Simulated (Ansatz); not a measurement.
**C10H22O: the relaxed shape and its frontier levels**

Aim: characterise C10H22O as a singlet: its structure, frontier levels and distribution of charge.

The runs use Ansatz 0.2.0, Gaussian basis; RKS PBE0-D4/def2-TZVP.

The runs, in order: relaxation at PBE0-D4/def2-SVP; a single point at PBE0-D4/def2-TZVP.

### Step 1. The starting structure

SMILES `CCCCCCCCCCO`, 33 atoms, charge 0, spin multiplicity 1.

Atoms are counted from 1 here; the program's logs count them from 0.

Bond lengths: C1–C2 1.524 Å, C1–H12 1.088 Å, C1–H13 1.088 Å, C1–H14 1.088 Å, C2–C3 1.527 Å, C2–H15 1.093 Å, C2–H16 1.093 Å, C3–C4 1.527 Å, C3–H17 1.093 Å, C3–H18 1.093 Å, C4–C5 1.527 Å, C4–H19 1.093 Å, C4–H20 1.091 Å, C5–C6 1.529 Å, C5–H21 1.092 Å, C5–H22 1.093 Å, C6–C7 1.528 Å, C6–H23 1.093 Å and more. Angles: C2–C1–H12 110.4°, C2–C1–H13 110.5°, C2–C1–H14 110.6°, H12–C1–H13 108.3°, H12–C1–H14 108.4°, H13–C1–H14 108.5°, C1–C2–C3 111.8°, C1–C2–H15 109.4°, C1–C2–H16 109.3°, C3–C2–H15 109.2°, C3–C2–H16 109.3°, H15–C2–H16 107.6°, C2–C3–C4 112.1°, C2–C3–H17 109.3°, C2–C3–H18 109.1°, C4–C3–H17 109.2°, C4–C3–H18 109.4°, H17–C3–H18 107.6° and more.

Coordinates:

```tsv
atom	x (Å)	y (Å)	z (Å)
C1	5.5824	-0.1511	0.3655
C2	4.1364	-0.3025	0.8220
C3	3.1562	-0.1641	-0.3408
C4	1.7050	-0.3142	0.1091
C5	0.7313	-0.1705	-1.0582
C6	-0.7259	-0.4342	-0.6760
C7	-1.3072	0.6244	0.2595
C8	-2.7633	0.3548	0.6448
C9	-3.7314	0.4718	-0.5334
C10	-5.1979	0.4148	-0.0978
O11	-5.5764	-0.8288	0.4417
H12	5.7379	0.8273	-0.0844
H13	5.8299	-0.9102	-0.3739
H14	6.2630	-0.2548	1.2079
H15	4.0042	-1.2812	1.2898
H16	3.9133	0.4567	1.5757
H17	3.2885	0.8144	-0.8095
H18	3.3845	-0.9238	-1.0927
H19	1.5711	-1.2951	0.5716
H20	1.4906	0.4437	0.8647
H21	0.8179	0.8340	-1.4786
H22	1.0180	-0.8791	-1.8397
H23	-0.7990	-1.4150	-0.2003
H24	-1.3174	-0.4629	-1.5923
H25	-0.7152	0.6558	1.1757
H26	-1.2348	1.6055	-0.2156
H27	-3.0562	1.0762	1.4139
H28	-2.8252	-0.6467	1.0801
H29	-3.5674	1.4234	-1.0427
H30	-3.5541	-0.3359	-1.2442
H31	-5.8459	0.5614	-0.9655
H32	-5.4010	1.2208	0.6237
H33	-5.0120	-1.0151	1.1999
```

The start is a GFN2-xTB geometry.

### Step 2. Optimising with PBE0-D4/def2-SVP

in.yaml

```yaml
crystal:
  periodic: [false, false, false]
  atoms:
    - {symbol: C, position_ang: [5.582420, -0.151130, 0.365540]}
    - {symbol: C, position_ang: [4.136380, -0.302500, 0.822020]}
    - {symbol: C, position_ang: [3.156220, -0.164080, -0.340830]}
    - {symbol: C, position_ang: [1.704980, -0.314170, 0.109120]}
    - {symbol: C, position_ang: [0.731310, -0.170530, -1.058230]}
    - {symbol: C, position_ang: [-0.725860, -0.434210, -0.676000]}
    - {symbol: C, position_ang: [-1.307220, 0.624410, 0.259480]}
    - {symbol: C, position_ang: [-2.763270, 0.354750, 0.644750]}
    - {symbol: C, position_ang: [-3.731390, 0.471770, -0.533410]}
    - {symbol: C, position_ang: [-5.197950, 0.414850, -0.097840]}
    - {symbol: O, position_ang: [-5.576400, -0.828850, 0.441710]}
    - {symbol: H, position_ang: [5.737920, 0.827330, -0.084360]}
    - {symbol: H, position_ang: [5.829900, -0.910230, -0.373870]}
    - {symbol: H, position_ang: [6.263040, -0.254770, 1.207850]}
    - {symbol: H, position_ang: [4.004220, -1.281210, 1.289790]}
    - {symbol: H, position_ang: [3.913300, 0.456700, 1.575710]}
    - {symbol: H, position_ang: [3.288500, 0.814400, -0.809550]}
    - {symbol: H, position_ang: [3.384460, -0.923790, -1.092690]}
    - {symbol: H, position_ang: [1.571120, -1.295130, 0.571630]}
    - {symbol: H, position_ang: [1.490620, 0.443750, 0.864740]}
    - {symbol: H, position_ang: [0.817910, 0.834030, -1.478600]}
    - {symbol: H, position_ang: [1.018010, -0.879070, -1.839740]}
    - {symbol: H, position_ang: [-0.799040, -1.414980, -0.200270]}
    - {symbol: H, position_ang: [-1.317350, -0.462870, -1.592270]}
    - {symbol: H, position_ang: [-0.715160, 0.655790, 1.175700]}
    - {symbol: H, position_ang: [-1.234820, 1.605530, -0.215640]}
    - {symbol: H, position_ang: [-3.056230, 1.076250, 1.413940]}
    - {symbol: H, position_ang: [-2.825160, -0.646710, 1.080070]}
    - {symbol: H, position_ang: [-3.567440, 1.423420, -1.042690]}
    - {symbol: H, position_ang: [-3.554130, -0.335880, -1.244170]}
    - {symbol: H, position_ang: [-5.845930, 0.561440, -0.965480]}
    - {symbol: H, position_ang: [-5.401020, 1.220830, 0.623670]}
    - {symbol: H, position_ang: [-5.011960, -1.015140, 1.199920]}
basis:
  gaussian: {orbitals: def2-SVP}
hamiltonian: {xc: pbe0, dispersion: d4}
scf: {lower_state_search: "off"}
output: {orbitals: {seedname: orbitals}}
relax: {f_tol: 0.03, max_steps: 70}
```

Started as:

```console
$ ansatz run in.yaml --threads 4 --pin off --events-out ev --progress --plain --max-ram 6963MiB
```

Further steps of the session: Single point, PBE0-D4/def2-TZVP.

Before running them: what should the planned runs give, taken together? Wanted: point group; commonest bond, hydrogen aside; HOMO, LUMO at PBE0-D4/def2-TZVP; dipole at PBE0-D4/def2-SVP.

As calculated:

```
                       quantity                          value
                    point group                             C1
 commonest bond, hydrogen aside  C–C, 9 of mean length 1.523 Å
HOMO, LUMO at PBE0-D4/def2-TZVP                 -7.75, 1.05 eV
     dipole at PBE0-D4/def2-SVP                         1.66 D
```

What this shows: The molecule keeps its bonding pattern by the stored test; the atoms moved 0.05 Å (rms). No usable vibrations, so a minimum isn't proven. The point group is read from a loosely relaxed geometry; soft torsions can leave it below the true symmetry.
